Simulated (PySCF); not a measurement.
# C4H9O4P: magnetic properties

Wanted: magnetic properties for C4H9O4P (`CCOP1(=O)OCCO1`).

Computed with PySCF 2.14.0 and routines of our own; the level stands in each step. Atoms count from 0.

### Step 1. The starting structure

18 atoms, charge 0, multiplicity 1; geometry from: GFN2-xTB.

### Step 2. Magnetic properties: GIAO BHandHLYP/pcSseg-1

Job settings and geometry (Å):

```
{"job": {"kind": "mag", "xc": "BHandHLYP", "basis": "pcSseg-1", "isotopologues": 0}, "charge": 0, "multiplicity": 1}
C      2.352298    -0.971745    -0.026387
C      2.076211     0.486077    -0.347094
O      0.686547     0.713789    -0.546118
P     -0.250926     0.689626     0.756703
O      0.400433     1.073311     1.993832
O     -0.976414    -0.762025     0.735178
C     -2.161130    -0.741251    -0.026454
C     -2.350670     0.706821    -0.537091
O     -1.527418     1.526925     0.261473
H      2.006792    -1.610643    -0.835802
H      1.819376    -1.239816     0.884117
H      3.418000    -1.125391     0.120782
H      2.555786     0.791626    -1.280771
H      2.425150     1.120679     0.472315
H     -2.986841    -1.045724     0.624483
H     -2.073318    -1.446350    -0.857403
H     -3.379476     1.053684    -0.426187
H     -2.043160     0.786724    -1.583897
```

Level: GIAO BHandHLYP/pcSseg-1 magnetisability, rotational g tensor and spin-rotation constants, non-relativistic, gas phase.

The run is started by

```console
$ OMP_NUM_THREADS=1 python excited_run.py task.json out
```

One launch serves the whole session: the jobs run in the order shown.

The program printed:

```text
coarse grid: 15896 points
cycle   1  E = -799.5425729360  dE =  2.080e+00  |g| = 1.138e+00  |ddm| = 3.874e+00
cycle   2  E = -799.4627108739  dE =  7.986e-02  |g| = 1.340e+00  |ddm| = 1.554e+00
cycle   3  E = -799.7707419847  dE = -3.080e-01  |g| = 1.554e-01  |ddm| = 9.282e-01
cycle   4  E = -799.7743179613  dE = -3.576e-03  |g| = 6.972e-02  |ddm| = 1.330e-01
cycle   5  E = -799.7751298947  dE = -8.119e-04  |g| = 6.877e-03  |ddm| = 3.968e-02
cycle   6  E = -799.7751389011  dE = -9.006e-06  |g| = 2.594e-03  |ddm| = 6.791e-03
final grid: 149944 points
cycle   7  E = -799.8462147976  dE = -2.005e-05  |g| = 3.189e-03  |ddm| = 1.343e-02
cycle   8  E = -799.8462148916  dE = -9.399e-08  |g| = 3.235e-03  |ddm| = 4.331e-03
cycle   9  E = -799.8462168445  dE = -1.953e-06  |g| = 4.914e-04  |ddm| = 2.180e-03
cycle  10  E = -799.8462168828  dE = -3.821e-08  |g| = 1.592e-04  |ddm| = 3.748e-04
cycle  11  E = -799.8462168872  dE = -4.448e-09  |g| = 5.059e-05  |ddm| = 1.254e-04
cycle  12  E = -799.8462168877  dE = -4.593e-10  |g| = 1.009e-05  |ddm| = 4.112e-05
converged SCF energy = -799.8462168877

Magnetisability tensor (1e-30 J/T^2)
    -1483.54       -0.11      -31.16
       -0.11    -1393.24       -5.66
      -31.16       -5.66    -1393.91
isotropic -1423.56   principal values   -1493.34  -1395.70  -1381.65
isotropic susceptibility -85.729 1e-6 cm^3/mol

Inertial axes            a          b          c
rot. const./GHz      2.5477     1.1400     1.0525
chi total           -89.287    -84.444    -83.457
chi diamagnetic    -585.518  -1189.693  -1277.325
chi paramagnetic    496.232   1105.249   1193.868
quadrupole/D A       17.487     -9.175     -8.312
g nuclear            0.5647     0.5847     0.5829
g electronic        -0.5939    -0.5919    -0.5903
g total             -0.0292    -0.0073    -0.0074

Spin-rotation constants (kHz, H = +C I.J)
atom  isotope        aa         bb         cc
  3    31P        4.372      1.654      1.725
  9     1H       -0.256      0.016     -0.116
 10     1H       -0.186     -0.130     -0.006
 11     1H        0.059     -0.134     -0.119
 12     1H       -0.207     -0.107      0.023
 13     1H       -0.203      0.036     -0.099
 14     1H       -0.082     -0.113     -0.022
 15     1H       -0.273      0.055     -0.104
 16     1H        0.125     -0.115     -0.110
 17     1H       -0.224     -0.099      0.020
  0    13C*       0.355      0.169      0.153
  1    13C*       0.398      0.269      0.249
  2    17O*      -0.476     -0.132     -0.104
  4    17O*      -0.438     -0.148     -0.148
  5    17O*      -0.378     -0.106     -0.113
  6    13C*       0.448      0.255      0.237
* in the singly substituted isotopologue
```

Run time: 33 s. Hardware: 1 thread of Intel Xeon 6975P-C, shared host; peak memory 0.95 GiB.

Key values:

```
              quantity                      value
       magnetisability           -1424·10⁻³⁰ J/T²
  molar susceptibility         -85.7·10⁻⁶ cm³/mol
rotational g (a, b, c)  -0.0292, -0.0073, -0.0074
```

### Step 3. Magnetic properties: GIAO revPBE/cc-pVDZ

Settings changed since step 2:

```diff
@@ -1,2 +1,2 @@
-{"job": {"kind": "mag", "xc": "BHandHLYP", "basis": "pcSseg-1", "isotopologues": 0}, "charge": 0, "multiplicity": 1}
+{"job": {"kind": "mag", "xc": "revPBE", "basis": "cc-pVDZ"}, "charge": 0, "multiplicity": 1}
 C      2.352298    -0.971745    -0.026387
```

With the program's defaults for keys left out, this is: GIAO revPBE/cc-pVDZ magnetisability, rotational g tensor and spin-rotation constants, non-relativistic, gas phase.

The program printed:

```text
coarse grid: 15896 points
cycle   1  E = -799.5775312189  dE =  1.774e+00  |g| = 1.326e+00  |ddm| = 8.317e+00
cycle   2  E = -798.3802246913  dE =  1.197e+00  |g| = 2.706e+00  |ddm| = 5.625e+00
cycle   3  E = -799.8377636222  dE = -1.458e+00  |g| = 6.151e-01  |ddm| = 4.131e+00
cycle   4  E = -799.9145354767  dE = -7.677e-02  |g| = 1.414e-01  |ddm| = 9.132e-01
cycle   5  E = -799.9172997114  dE = -2.764e-03  |g| = 6.256e-02  |ddm| = 2.335e-01
cycle   6  E = -799.9181510574  dE = -8.513e-04  |g| = 1.793e-02  |ddm| = 1.103e-01
cycle   7  E = -799.9182090507  dE = -5.799e-05  |g| = 6.954e-03  |ddm| = 2.796e-02
cycle   8  E = -799.9182178018  dE = -8.751e-06  |g| = 2.123e-03  |ddm| = 8.670e-03
final grid: 149944 points
cycle   9  E = -799.9389281007  dE =  8.427e-06  |g| = 2.392e-02  |ddm| = 1.001e-01
cycle  10  E = -799.9386430809  dE =  2.850e-04  |g| = 4.394e-02  |ddm| = 9.211e-02
cycle  11  E = -799.9390435642  dE = -4.005e-04  |g| = 6.106e-03  |ddm| = 6.031e-02
cycle  12  E = -799.9390508743  dE = -7.310e-06  |g| = 9.826e-04  |ddm| = 8.361e-03
cycle  13  E = -799.9390510493  dE = -1.749e-07  |g| = 3.284e-04  |ddm| = 1.649e-03
cycle  14  E = -799.9390510727  dE = -2.345e-08  |g| = 2.750e-05  |ddm| = 5.112e-04
cycle  15  E = -799.9390510728  dE = -1.000e-10  |g| = 1.868e-05  |ddm| = 6.325e-05
converged SCF energy = -799.9390510728

Magnetisability tensor (1e-30 J/T^2)
    -1432.96        2.69      -18.81
        2.69    -1350.47       -4.14
      -18.81       -4.14    -1359.81
isotropic -1381.08   principal values   -1437.55  -1358.09  -1347.61
isotropic susceptibility -83.171 1e-6 cm^3/mol

Inertial axes            a          b          c
rot. const./GHz      2.5477     1.1400     1.0525
chi total           -86.278    -81.856    -81.378
chi diamagnetic    -582.070  -1189.368  -1277.030
chi paramagnetic    495.792   1107.513   1195.652
quadrupole/D A       13.934     -7.424     -6.510
g nuclear            0.5647     0.5847     0.5829
g electronic        -0.5934    -0.5932    -0.5912
g total             -0.0287    -0.0085    -0.0083

Spin-rotation constants (kHz, H = +C I.J)
atom  isotope        aa         bb         cc
  3    31P        3.957      1.500      1.579
  9     1H       -0.264      0.018     -0.118
 10     1H       -0.191     -0.132     -0.003
 11     1H        0.070     -0.137     -0.120
 12     1H       -0.206     -0.107      0.025
 13     1H       -0.206      0.041     -0.096
 14     1H       -0.079     -0.113     -0.020
 15     1H       -0.276      0.061     -0.102
 16     1H        0.138     -0.116     -0.111
 17     1H       -0.222     -0.097      0.023
  0    13C*       0.328      0.154      0.138
  1    13C*       0.369      0.252      0.235
  2    17O*      -0.500     -0.142     -0.113
  4    17O*      -0.432     -0.148     -0.145
  5    17O*      -0.395     -0.122     -0.121
  6    13C*       0.414      0.242      0.222
* in the singly substituted isotopologue
```

Wall time 36 s (1 thread of Intel Xeon 6975P-C, shared host); peak memory 0.66 GiB.

From this job:

```
              quantity                      value
       magnetisability           -1381·10⁻³⁰ J/T²
  molar susceptibility         -83.2·10⁻⁶ cm³/mol
rotational g (a, b, c)  -0.0287, -0.0085, -0.0083
```

### Step 4. The levels compared

```
                  level  ξ (10⁻³⁰ J/T²)     g(a)     g(b)  gap (eV)  functions  time
GIAO BHandHLYP/pcSseg-1           -1424  -0.0292  -0.0073     11.65        205  33 s
    GIAO revPBE/cc-pVDZ           -1381  -0.0287  -0.0085      6.79        175  36 s
```

### Step 5. Results

| quantity | value |
| --- | --- |
| magnetisability (step 2, GIAO BHandHLYP/pcSseg-1) | -1424·10⁻³⁰ J/T² |
| molar susceptibility (step 2, GIAO BHandHLYP/pcSseg-1) | -85.7·10⁻⁶ cm³/mol |
| rotational g (a, b, c) (step 2, GIAO BHandHLYP/pcSseg-1) | -0.0292, -0.0073, -0.0074 |
| magnetisability over the levels | -1424 to -1381·10⁻³⁰ J/T² |

The magnetisability spreads by 3.0 % over 2 levels of like cost. Two levels can agree by chance, so this spread shows no convergence. Vibrational averaging and real surroundings are missing from these values.
